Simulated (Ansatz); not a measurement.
HfMoC2:

```xyz
4
Lattice="3.1914 0.0000 0.0000 0.0000 3.1914 0.0000 0.0000 0.0000 4.4852" Properties=species:S:1:pos:R:3 pbc="T T T"
Hf    0.0000    0.0000    0.0000
Mo    1.5957    1.5957    2.2426
C     1.5957    1.5957    0.0000
C     0.0000    0.0000    2.2426
```

The cell comes from a database or a generator and needn't be the stable form of this composition.

Base run:

```yaml
Program: Ansatz 0.2.0
Functional: r2SCAN
Potentials_or_basis: Ansatz PAW
Cutoff: 500 eV
Density_cutoff: 2000 eV
k_mesh: 8 × 8 × 6
Occupations: fermi-dirac, width 0.05 eV
Spin: no spin polarisation
Hubbard_terms: Hf d U = 4 eV, Mo d U = 4 eV
```

Its results: band gap on the k mesh none (metal or under the smearing width); pressure 1.9 GPa.

**Question.** The run is repeated on the same cell with these changes: hubbard terms from Hf d U = 4 eV, Mo d U = 4 eV to Hf d U = 1 eV, Mo d U = 1 eV. What comes out?

**Answer.** Band gap on the k mesh none (metal or under the smearing width); pressure -2.1 GPa.

Caveats: U without spin polarisation on a metal has little footing; the PAW data sets come from PBE, with cores solved anew for the run's functional, which leaves a small shift of forces and pressure; the U is typed as a test and isn't derived for this compound; the density of states is complete only up to the lowest level of the last band computed.

Not every run made on this cell is shown here.
